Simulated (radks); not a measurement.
**Ionisation of Er³⁷⁺: one atom, several choices of relativity**

One table from this session's results is given with a row withheld; the runs are named, their logs left out.

Method: Kohn-Sham, PBE, spin-unpolarised, spherical densities. Code: radks (a radial shooting solver on a logarithmic mesh, Libxc functionals) version 1.

### The system

| Item | Value |
| --- | --- |
| element | erbium (Z = 68) |
| charge | +37 |
| electrons | 31 |
| configuration | [Ar] 3d10 4s2 4p1 |
| ion | Er³⁸⁺, [Ar] 3d10 4s2 |
| choices | non-relativistic; scalar-relativistic; Dirac, 2j+1 shares; Dirac, low j first; scalar-relativistic, finite nucleus; Dirac, 2j+1 shares, finite nucleus; Dirac, c × 3; Dirac, c × 10; Dirac, c × 0.85 |

Set-up of the first run:

Settings of this run:

```text
Z 68
configuration [Ar] 3d10 4s2 4p1
relativity non-relativistic
functional pbe,pbe
spin unpolarised
nucleus point
```

Among the steps run: non-relativistic: Er³⁷⁺.

One table of the session follows, with a row left open; its other results are not shown here.

It belongs to the step «non-relativistic: Er³⁷⁺». Sizes of the orbitals, from the radial functions (bohr):

| level | <r> | outermost maximum (interpolated) | 90 % within | nodes |
| --- | --- | --- | --- | --- |
| 1s | 0.02229 | 0.0148 | 0.0396 | 0 |
| 2s | ? | ? | ? | ? |
| 2p | 0.07998 | 0.0628 | 0.129 | 0 |
| 3s | 0.2381 | 0.222 | 0.346 | 2 |
| 3p | 0.2275 | 0.209 | 0.338 | 1 |
| 3d | 0.1999 | 0.165 | 0.308 | 0 |
| 4s | 0.4710 | 0.466 | 0.663 | 3 |
| 4p | 0.4681 | 0.462 | 0.665 | 2 |

Estimate the missing values for 2s.

**Answer.** <r>: 0.09443; outermost maximum (interpolated): 0.0807; 90 % within: 0.145; nodes: 1. In the column «<r>» it lies between 2p (0.07998) and 3d (0.1999).

Limits of these values: Spin polarisation and multiplet splitting of open shells are left out at every level.
